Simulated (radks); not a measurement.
**Ti¹⁹⁺ in [He] 2s1: an all-electron calculation**

Aim: the levels, the sizes of the orbitals and the parts of the energy of the titanium ion Ti19+.

Method: non-relativistic Kohn-Sham, PBE, spin-unpolarised, spherical densities, point nucleus. Code: radks (a radial shooting solver on a logarithmic mesh, Libxc functionals) version 1.

## 1. The system

```
element       : titanium (Z = 22)
charge        : +19
electrons     : 3
configuration : [He] 2s1
```

The outer shells:

Ti¹⁹⁺
```
[He] core
2s [↑ ]
```

## 2. The run

Input:

```text
Z 22
configuration [He] 2s1
relativity non-relativistic
functional pbe,pbe
spin unpolarised
nucleus point
```

What does the calculation give?

The runs gave:

| quantity | value |
| --- | --- |
| total energy | -522.00694 hartree |
| exchange-correlation share of it | 2.90 % |
| −T/E | 0.9999 |
| highest occupied level | 2s, -1375.7 eV |
| most extended occupied level | 2s, <r> = 0.289 bohr |
| radius at density 0.001 e/bohr³ | 0.815 bohr |
| maxima of the radial density | 2 |
| ionisation energy, NIST | 1425.3 (theory) eV |

What this shows: The radial density shows 2 maxima for 2 occupied principal shells. The ratio −T/E is 0.9999; for a non-relativistic Coulomb system it is 1 up to the kinetic part of correlation. The top level binds by 1375.7 eV, 97 % of the NIST ionisation energy of 1425.3 eV. Spin polarisation and multiplet splitting are left out.
